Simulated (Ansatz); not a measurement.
Crystal: Cu2As3.

```
As Cu
1.0
     4.05733    0.00000    0.00000
    -2.02867    3.51375    0.00000
     0.00000    0.00000    6.09021
As Cu
3 2
Direct
  0.66667 0.33333 0.64934
  0.33333 0.66667 0.35066
  0.00000 0.00000 0.00000
  0.66667 0.33333 0.21697
  0.33333 0.66667 0.78303
```

The cell comes from a database or a generator and needn't be the stable form of this composition.

```yaml
Program: Ansatz 0.2.0
Task: single point
Functional: PBE
Potentials_or_basis: Ansatz PAW
Cutoff: "420 eV (not typed: the program's choice for these potentials)"
k_mesh: 8 × 8 × 5
Occupations: fermi-dirac, width 0.05 eV
Spin: no spin polarisation
```

On this cell: pressure 0.9 GPa; largest force 0.037 eV/Å; band gap on the k mesh none (metal or under the smearing width).

The same run follows on a disturbed copy (atoms moved at random, drawn with an rms of 0.05 Å):

```
As Cu
1.0
     4.05733    0.00000    0.00000
    -2.02867    3.51375    0.00000
     0.00000    0.00000    6.09021
As Cu
3 2
Cartesian
  2.0602 1.1383 3.9735
  -0.0131 2.3449 2.1566
  -0.0055 -0.0443 0.0064
  2.0291 1.1861 1.3101
  -0.0342 2.3444 4.7468
```

Task: What changes?

Result: The energy (extrapolated to zero smearing) moves by +3.2 meV/atom; pressure 1.0 GPa; largest force 0.321 eV/Å; band gap on the k mesh none (metal or under the smearing width).

Forces in eV/Å, atoms in the order of the input:
```
As  -0.252  0.131 -0.114
As   0.075  0.029 -0.086
As  -0.008  0.041  0.026
Cu  -0.069 -0.075  0.025
Cu   0.255 -0.127  0.150
```

Stress tensor (GPa, compression positive):
```
 0.56  0.59  0.36
 0.59  1.10 -0.23
 0.36 -0.23  1.49
```
